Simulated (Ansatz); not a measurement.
# Au (fcc): the cost of one run

Method: DFT PBEsol, spin-orbit coupling, plane waves, PAW, in Ansatz 0.2.0.

**1. Starting point**

The structure is cubic, space group Fm-3m (No. 225). Conventional cell: a = 4.118 Å, b = 4.118 Å, c = 4.118 Å, α = 90.00°, β = 90.00°, γ = 90.00°. Au (site symmetry m-3m) has 12 Au at 2.91 Å as nearest neighbours.

Structure file:

```
CELL_PARAMETERS angstrom
0.00000 2.05919 2.05919
2.05919 0.00000 2.05919
2.05919 2.05919 0.00000
ATOMIC_POSITIONS crystal
Au 0.00000 0.00000 0.00000
```

**2. Volume × 1.03**

input.yaml reads:

```yaml
crystal:
  lattice:
    - [0.0, 2.0591894318, 2.0591894318]
    - [2.0591894318, 0.0, 2.0591894318]
    - [2.0591894318, 2.0591894318, 0.0]
  atoms:
    - { symbol: Au, position: [0.0, 0.0, 0.0] }
scf:
  occupations: { method: gaussian, width: 0.05 }
output:
  forces: true
  stress: true
  eigenvalues: true
  write_density: true
  write_potential: true
  elf: true
  volumetric_format: npy
hamiltonian:
  xc: pbesol
magnetization:
  noncollinear: true
  spin_orbit: true
basis:
  ecutwfc: 450
kpoints:
  mp_grid: { grid: [22, 22, 22] }
```

Command:

```console
ansatz run input.yaml --threads 1 --pin off --max-ram 2867MiB --backend cpu --events-out ev --progress --plain --runs-dir out
```

What time and memory should one allow on 1 thread of Intel Xeon at 2.30GHz, shared host?

About 26 s, with a peak of 0.59 GiB.
